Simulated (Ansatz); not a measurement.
Na3In, space group Fm-3m: a convergence test of the plane-wave cutoff, run with the Ansatz DFT code, driven from Python.

Contents of `na3in.extxyz`:
```text
4
Lattice="0.0 3.890459 3.890459 3.890459 0.0 3.890459 3.890459 3.890459 0.0" Properties=species:S:1:pos:R:3 pbc="T T T"
Na    1.94522950    1.94522950    1.94522950
Na    5.83568850    5.83568850    5.83568850
Na    3.89045900    3.89045900    3.89045900
In    0.00000000    0.00000000    0.00000000
```

`run_ecut.py`
```python
"""Convergence of Na3In with the plane-wave cutoff."""

import warnings

import ansatz as az
import matplotlib.pyplot as plt

K_SPACING = 0.52
N_EMPTY = 2
FILLING = "Fermi-Dirac"
WIDTH_EV = 0.1

warnings.simplefilter("ignore", az.DeckWarning)

xtal = az.Crystal.from_extxyz("na3in.extxyz")

calculation = xtal.calculation()
calculation = calculation.eigensolver("auto")
calculation = calculation.kpoints(spacing=K_SPACING).scf(extra_bands=N_EMPTY)
calculation = calculation.occupations(FILLING, width=WIDTH_EV)
calculation = calculation.functional(az.Functional.PBESOL)
calculation = calculation.stress()

rows = []
for value in [250, 350, 450, 550]:
    report = calculation.basis(value).run().report
    rows.append((value, report["free_energy_ev"] / len(report["lattice"]["sites"]), report["n_iterations"], sum(report["stress_gpa"][i][i] for i in range(3)) / 3, report["n_pw"]))

print(" cutoff (eV)   F/atom (eV)    iterations       P (GPa)   plane waves")
for row in rows:
    print(f"{str(row[0]):>12s}  {row[1]:12.5f}  {row[2]:12d}  {row[3]:12.3f}  {row[4]:12d}")

# the last row is the reference
for row in rows[:-1]:
    shift = 1000 * (row[1] - rows[-1][1])
    print(f"{row[0]}: {shift:+.2f} meV/atom" + ("  (within 2 meV)" if abs(shift) < 2 else ""))
plt.figure(figsize=(4.5, 3))
plt.plot([str(row[0]) for row in rows], [1000 * (row[1] - rows[-1][1]) for row in rows], "o-")
plt.xlabel("cutoff (eV)")
plt.ylabel("F - F(last) (meV/atom)")
plt.tight_layout()
plt.savefig("ecut.png", dpi=100)
```

How fast does the energy converge with the cutoff (threshold 2 meV an atom)?

From 450 eV on it stays within 2 meV an atom of the value at 550 eV; the first row (250 eV) is off by 541.8 meV and the last but one by 0.23 meV. The energy falls steadily, as expected when plane waves are added. The pressure moves from -0.57 to -0.54 GPa (the program's stress holds a Pulay correction, so it settles early).

The run itself:

`python run_ecut.py` gives:
```text
 cutoff (eV)   F/atom (eV)    iterations       P (GPa)   plane waves
         250   -2487.75833             7        -0.573          1067
         350   -2488.29743             7        -0.541          1807
         450   -2488.29993             7        -0.539          2637
         550   -2488.30017             7        -0.539          3479
250: +541.84 meV/atom
350: +2.73 meV/atom
450: +0.23 meV/atom  (within 2 meV)
```

For a metal this mesh is far too coarse, so the numbers only illustrate the procedure. Pressure is positive in compression. This cell is a computed structure, which may not be the phase found in nature. Shifts are counted from the last row, which is itself no proven limit. The script silences the warnings on its input, which a real study should read. By the engine's processor time: 2.4 s on 1 thread of Intel(R) Xeon(R) Processor @ 2.30GHz (shared host), peak memory 0.58 GiB.
